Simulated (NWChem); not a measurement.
# CH4ClFOSi (SMILES C[Si](O)(F)Cl): B3LYP/6-31G(d) (Cartesian functions), part 2 of 2

NWChem 7.3.0. The steps go on from the part before.

### Step 3. The triplet: the energy at UB3LYP/6-31G(d) (Cartesian functions)

Contents of m1.nw:

```
start m1
memory stack 880 mb heap 220 mb global 1100 mb

geometry noautosym nocenter noautoz
 C       -1.142400      -0.178600       0.512200
 Si       0.561300       0.218400      -0.038000
 O        1.048100      -0.886600      -1.122500
 F        1.553300       0.230300       1.206200
 Cl       0.689400       2.097500      -0.845100
 H       -1.833600      -0.141900      -0.331500
 H       -1.476300       0.534700       1.267700
 H       -1.171800      -1.182300       0.942400
 H        1.860700      -0.738000      -1.608600
end

basis "ao basis" cartesian
 * library 6-31G*
end

dft
 xc b3lyp
 mult 3
 grid fine
 convergence energy 1e-08
 maxiter 100
 mulliken
 print medium
end

task dft energy
```

Started as:

```bash
$ nwchem m1.nw > m1.out
```

The program printed:

```text
Northwest Computational Chemistry Package (NWChem) 7.3.0
             --------------------------------------------------------

           Job information
           ---------------

    nwchem branch   = 7.3.0
    use scalapack   = T
    input           = m1.nw
    prefix          = m1.
    data base       = ./m1.db
    status          = startup
    nproc           =        1

           Memory information
           ------------------

    heap     =     28835838 doubles =      220.0 Mbytes
    stack    =    115343355 doubles =      880.0 Mbytes
    global   =    144179200 doubles =     1100.0 Mbytes (distinct from heap & stack)
    total    =    288358393 doubles =     2200.0 Mbytes
    verify   = yes
    hardfail = no

           Directory information
           ---------------------

  0 permanent = .
  0 scratch   = .

                                NWChem Input Module
                                -------------------

 Scaling coordinates for geometry "geometry" by  1.889725989
 (inverse scale =  0.529177249)

                             Geometry "geometry" -> ""
                             -------------------------

 Output coordinates in angstroms (scale by  1.889725989 to convert to a.u.)

  No.       Tag          Charge          X              Y              Z
 ---- ---------------- ---------- -------------- -------------- --------------
    1 C                    6.0000    -1.14240000    -0.17860000     0.51220000
    2 Si                  14.0000     0.56130000     0.21840000    -0.03800000
    3 O                    8.0000     1.04810000    -0.88660000    -1.12250000
[... 5 lines of this table left out ...]
    9 H                    1.0000     1.86070000    -0.73800000    -1.60860000

      Atomic Mass
      -----------

      C                 12.000000
      Si                27.976930
      O                 15.994910
      F                 18.998400
      Cl                34.968850
      H                  1.007825

 Effective nuclear repulsion energy (a.u.)     314.0420307860

            Nuclear Dipole moment (a.u.)
            ----------------------------
        X                 Y               Z
 ---------------- ---------------- ----------------
    61.3539226438    58.7627303683   -18.2919806517

            XYZ format geometry
            -------------------
     9
 geometry
 C                    -1.14240000    -0.17860000     0.51220000
 Si                    0.56130000     0.21840000    -0.03800000
 O                     1.04810000    -0.88660000    -1.12250000
[... 5 lines of this table left out ...]
 H                     1.86070000    -0.73800000    -1.60860000

 ==============================================================================
                                internuclear distances
 ------------------------------------------------------------------------------
       center one      |      center two      | atomic units |  angstroms
 ------------------------------------------------------------------------------
    2 Si               |   1 C                |     3.46543  |     1.83383
    3 O                |   2 Si               |     3.06703  |     1.62300
    4 F                |   2 Si               |     3.00712  |     1.59130
[... 4 lines of this table left out ...]
    9 H                |   3 O                |     1.81127  |     0.95849
 ------------------------------------------------------------------------------
                         number of included internuclear distances:          8
 ==============================================================================

 ==============================================================================
                                 internuclear angles
 ------------------------------------------------------------------------------
        center 1       |       center 2       |       center 3       |  degrees
 ------------------------------------------------------------------------------
    2 Si               |   1 C                |   6 H                |   110.44
    2 Si               |   1 C                |   7 H                |   110.51
    2 Si               |   1 C                |   8 H                |   110.00
    6 H                |   1 C                |   7 H                |   108.63
    6 H                |   1 C                |   8 H                |   108.56
    7 H                |   1 C                |   8 H                |   108.64
    1 C                |   2 Si               |   3 O                |   109.37
    1 C                |   2 Si               |   4 F                |   110.25
    1 C                |   2 Si               |   5 Cl               |   112.01
    3 O                |   2 Si               |   4 F                |   109.91
    3 O                |   2 Si               |   5 Cl               |   110.02
    4 F                |   2 Si               |   5 Cl               |   105.20
    2 Si               |   3 O                |   9 H                |   119.18
 ------------------------------------------------------------------------------
                            number of included internuclear angles:         13
 ==============================================================================

 Summary of "ao basis" -> "" (cartesian)
 ------------------------------------------------------------------------------
       Tag                 Description            Shells   Functions and Types
 ---------------- ------------------------------  ------  ---------------------
 *                           6-31G*                   on all atoms

                                 NWChem DFT Module
[... 30 lines left out ...]
  convergence criterion.
[... 1 line left out ...]
  convergence criterion.
[... 15 lines left out ...]
          Convergence on energy requested:  1.00D-08
          Convergence on density requested:  1.00D-05
          Convergence on gradient requested:  5.00D-04
[... 25 lines left out ...]
          Spatial weights used:  Erf1
[... 1 line left out ...]
          Convergence Information
[... 1 line left out ...]
          Convergence aids based upon iterative change in
          total energy or number of iterations.
[... 67 lines left out ...]
   convergence    iter        energy       DeltaE   RMS-Dens  Diis-err    time
[... 13 lines left out ...]
         Total DFT energy =     -965.137292267385
      One electron energy =    -1957.283017506033
           Coulomb energy =      753.352348352783
    Exchange-Corr. energy =      -75.248653900126
 Nuclear repulsion energy =      314.042030785991
[... 5 lines left out ...]
                    DFT Final Alpha Molecular Orbital Analysis
[... 637 lines left out ...]
                     DFT Final Beta Molecular Orbital Analysis
[... 636 lines left out ...]

     ---------------------------------------------
      Total Density - Mulliken Population Analysis
     ---------------------------------------------

    Atom       Charge   Shell Charges
 -----------   ------   -------------------------------------------------------
    1 C    6     6.66   1.99  0.68  2.15  0.65  1.16  0.02
    2 Si  14    13.56   2.00  1.99  5.96  0.99  1.53  0.39  0.40  0.30
    3 O    8     8.15   1.99  0.97  2.85  0.70  1.58  0.05
[... 5 lines of this table left out ...]
    9 H    1     0.88   0.44  0.44

     --------------------------------------------
      Spin Density - Mulliken Population Analysis
     --------------------------------------------

    Atom       Charge   Shell Charges
 -----------   ------   -------------------------------------------------------
    1 C    6     0.03   0.00  0.01  0.02 -0.01  0.00 -0.00
    2 Si  14     0.58   0.00  0.00  0.00  0.03  0.03  0.38  0.13  0.02
    3 O    8     0.56   0.00  0.06  0.50 -0.17  0.17 -0.00
[... 5 lines of this table left out ...]
    9 H    1     0.42   0.02  0.40

     -------------------------------------------
      Total Density - Lowdin Population Analysis
     -------------------------------------------

    Atom       Charge   Shell Charges
 -----------   ------   -------------------------------------------------------
    1 C    6     6.67   1.98  0.37  1.95  0.35  1.53  0.48
    2 Si  14    13.43   2.00  1.97  5.87  0.36  1.33  0.34  0.69  0.86
    3 O    8     8.29   1.98  0.82  2.71  0.45  1.77  0.56
[... 5 lines of this table left out ...]
    9 H    1     0.85   0.40  0.45

     ------------------------------------------
      Spin Density - Lowdin Population Analysis
     ------------------------------------------

    Atom       Charge   Shell Charges
 -----------   ------   -------------------------------------------------------
    1 C    6     0.05   0.00  0.01  0.02  0.00  0.00  0.01
    2 Si  14     0.32   0.00  0.00  0.00  0.02  0.02  0.15  0.10  0.03
    3 O    8     0.82   0.00  0.10  0.49  0.00  0.21  0.02
[... 5 lines of this table left out ...]
    9 H    1     0.30   0.01  0.28

   alpha - beta orbital overlaps
   -----------------------------

   alpha      1      2      3      4      5      6      7      8      9     10
    beta      1      2      3      4      5      6      8      7      9     10
 overlap   1.000  1.000  1.000  1.000  1.000  1.000  0.887  0.892  0.994  1.000

   alpha     11     12     13     14     15     16     17     18     19     20
    beta     11     12     13     14     15     16     17     18     19     20
 overlap   0.997  0.993  0.996  0.999  0.999  1.000  0.999  0.997  0.989  0.780

   alpha     21     22     23     24     25     26     27     28     29     30
    beta     21     20     22     23     24     25     29     26     28     30
 overlap   0.954  0.594  0.834  0.892  0.940  0.844  0.615  0.866  0.979  0.889

   alpha     31     32     33     34     35     36     37     38     39     40
    beta     31     32     33     36     34     35     37     38     39     40
 overlap   0.854  0.929  0.971  0.672  0.738  0.814  0.973  0.995  0.996  0.999

   alpha     41     42     43     44     45     46     47     48     49     50
    beta     41     42     43     44     45     46     47     48     49     50
 overlap   0.993  0.997  0.945  0.945  0.996  0.995  0.996  0.998  0.985  0.999

   alpha     51     52     53     54     55     56     57     58     59     60
    beta     51     52     53     54     55     56     57     58     59     60
 overlap   0.985  0.983  0.978  0.994  0.980  0.892  0.966  0.870  0.822  0.901

   alpha     61     62     63     64     65     66     67     68     69     70
    beta     61     62     63     64     65     66     67     68     69     70
 overlap   0.769  0.848  0.980  0.990  0.991  0.997  0.977  0.977  0.996  0.996

   alpha     71     72     73     74     75     76     77     78     79     80
    beta     71     72     73     74     75     76     77     78     79     80
 overlap   0.777  0.777  0.992  0.972  0.972  0.968  0.980  0.993  0.999  0.998

   alpha     81     82     83     84     85     86     87     88     89     90
    beta     81     82     83     84     85     86     87     88     89     90
 overlap   1.000  0.997  0.998  0.997  0.999  1.000  1.000  1.000  1.000  1.000

   alpha     91
    beta     91
 overlap   1.000

     --------------------------
     Expectation value of S2:
     --------------------------
      <S2> =      2.0054 (Exact =     2.0000)

 center of mass
 --------------
 x =   1.15626803 y =   1.09382073 z =  -0.31893601

 moments of inertia (a.u.)
 ------------------
         754.101621020499         -26.751209117452          17.312167641732
         -26.751209117452         536.509080451176         107.781646046335
          17.312167641732         107.781646046335         733.918620999525

     Multipole analysis of the density
     ---------------------------------

     L   x y z        total         alpha         beta         nuclear
     -   - - -        -----         -----         ----         -------
     0   0 0 0     -0.000000    -30.000000    -28.000000     58.000000

     1   1 0 0     -0.809409    -33.222310    -28.941021     61.353923
[... 8 lines of this table left out ...]
     2   0 0 2    -33.672740    -98.195389    -85.828410    150.351058

 Task  times  cpu:       47.6s     wall:       47.6s
 Total times  cpu:       47.7s     wall:       47.7s
```

Run time: 48 s. Hardware: 1 thread of Intel Xeon 6975P-C (Granite Rapids), shared host; peak memory 0.12 GiB.

### Step 4. Summary of results

The summary covers parts 1 to 2.

At B3LYP/6-31G* (Cartesian functions):

| quantity | value |
| --- | --- |
| singlet: total energy | -965.44549 Eh |
| singlet: largest force on an atom | 0.708 eV/Å |
| triplet: total energy | -965.13729 Eh |
| triplet: dipole moment | 2.11 D |
| triplet: HOMO energy (highest over α and β) | -1.11 eV |
| triplet: ⟨S²⟩ | 2.005 |
| vertical energy of the triplet above the singlet | 8.386 eV |

What this shows: At this shape the triplet lies 8.39 eV (193 kcal/mol) above the singlet. The largest force (singlet) is 0.71 eV/Å: the shape isn't a stationary point for this species at this level.
